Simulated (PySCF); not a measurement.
# SnO: the SCF solver's settings

The same problem is solved with other solver options, one edit a run.

Computed with PySCF 2.14.0. Level: each script names its method and basis.

1 further run of the same task is left out (it didn't finish).

### 1 The starting structure

SnO: 2 atoms, charge 0, spin multiplicity 1.

Bond lengths: Sn1–O2 1.950 Å.

### 2 The run that the others are compared with

File input.py:

```python
from pyscf import gto, dft, tdscf

mol = gto.M(
    atom='Sn 0 0 0; O 0 0 1.95',
    basis='ano-rcc-vdzp',
    charge=0,
    spin=0,
    verbose=4,
)
mf = dft.RKS(mol, xc='lda,vwn')
mf = mf.sfx2c1e()
mf.kernel()
td = tdscf.TDDFT(mf)
td.nstates = 6
td.kernel()
td.analyze()
mf.dip_moment()
print('orbital energies (hartree):', mf.mo_energy[..., max(0, mol.nelec[1]-3):mol.nelec[0]+3].round(4))
```

Run with:

```sh
> OMP_NUM_THREADS=1 python input.py
```

The log of this run is left out.

In short: E(SCF) = -6245.252209 Eh, μ = 4.44 D, excitations 3.14, 3.51, 3.51, 3.60, 3.60 eV.

The bond length is a typed value, not an optimised one.

### 3 Damping 0.8

Edit 1 changes damping: none → 0.8.

File input.py:

```python
from pyscf import gto, dft, tdscf

mol = gto.M(
    atom='Sn 0 0 0; O 0 0 1.95',
    basis='ano-rcc-vdzp',
    charge=0,
    spin=0,
    verbose=4,
)
mf = dft.RKS(mol, xc='lda,vwn')
mf = mf.sfx2c1e()
mf.damp = 0.8
mf.diis_start_cycle = 8
mf.kernel()
td = tdscf.TDDFT(mf)
td.nstates = 6
td.kernel()
td.analyze()
mf.dip_moment()
print('orbital energies (hartree):', mf.mo_energy[..., max(0, mol.nelec[1]-3):mol.nelec[0]+3].round(4))
```

Run with:

```sh
> OMP_NUM_THREADS=1 python input.py
```

### 4 Initial guess sap

Edit 2 changes initial guess: minao → sap.

Edit input.py of step 2 so:

```diff
@@ -11,2 +11,3 @@
 mf = mf.sfx2c1e()
+mf.init_guess = 'sap'
 mf.kernel()
```

Before running it: what results should come out? Wanted: for each run, E(SCF); from base; gap; SCF dipole; after the SCF.

**Answer**, as computed:

| run | E(SCF) (hartree) | from base (eV) | cycles | gap (eV) | SCF dipole (D) | after the SCF |
| --- | --- | --- | --- | --- | --- | --- |
| base | -6245.252209 | 0 | 16 | 3.14 | 4.44 | lowest root found 3.14 eV |
| damping 0.8 | -6245.252209 | 0.0000 | 15 | 3.14 | 4.44 | lowest root found 3.14 eV |
| initial guess sap | -6245.252209 | 0.0000 | 13 | 3.14 | 4.44 | lowest root found 3.14 eV |

Distance from each run's final energy (log10 hartree) by cycle:

| run | cycle 1 | cycle 2 | cycle 3 | cycle 5 | cycle 8 | cycle 12 |
| --- | --- | --- | --- | --- | --- | --- |
| base | -0.4 | 0.8 | -1.4 | -2.4 | -1.7 | -6.9 |
| damping 0.8 | -0.4 | -2.5 | -2.8 | -3.4 | -3.4 | -6.3 |
| initial guess sap | 0.9 | 1.8 | 0.7 | -1.0 | -2.2 | -9.3 |

In words: No change of the SCF energy comes from damping 0.8 or initial guess sap. The base needs 16 cycles and the run with initial guess sap needs 13.
